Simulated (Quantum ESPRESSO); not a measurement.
Crystal: Mo.

```
Mo
1.0
    -1.53000    1.53000    1.53000
     1.53000   -1.53000    1.53000
     1.53000    1.53000   -1.53000
Mo
1
Direct
  0.00000 0.00000 0.00000
```

The cell was built by a generator and needn't be a form met in nature.

Program: Quantum ESPRESSO 7.5. Alike in all runs: task single point; no spin polarisation; cell as given; k mesh 18 × 18 × 18; cutoff (eV) 612; smearing methfessel-paxton 0.1 eV.

Task: Order these runs on this cell by their pressure, lowest first.
A. level PBE; potentials or basis GBRV 1.5 PBE
B. level LDA; potentials or basis GBRV 1.5 LDA; form of the LDA correlation PZ81
C. level PBEsol; potentials or basis GBRV 1.5 PBEsol

Result: B (15.7 GPa), C (20.8 GPa), A (30.0 GPa).

Caveats: so large a pressure means that the cell lies far from this level's equilibrium, or that cutoff or potentials fall short (some runs); a pressure of tens of GPa on the cell as given is suspect, and the run, the potentials or the cell itself is likely at fault (some runs).
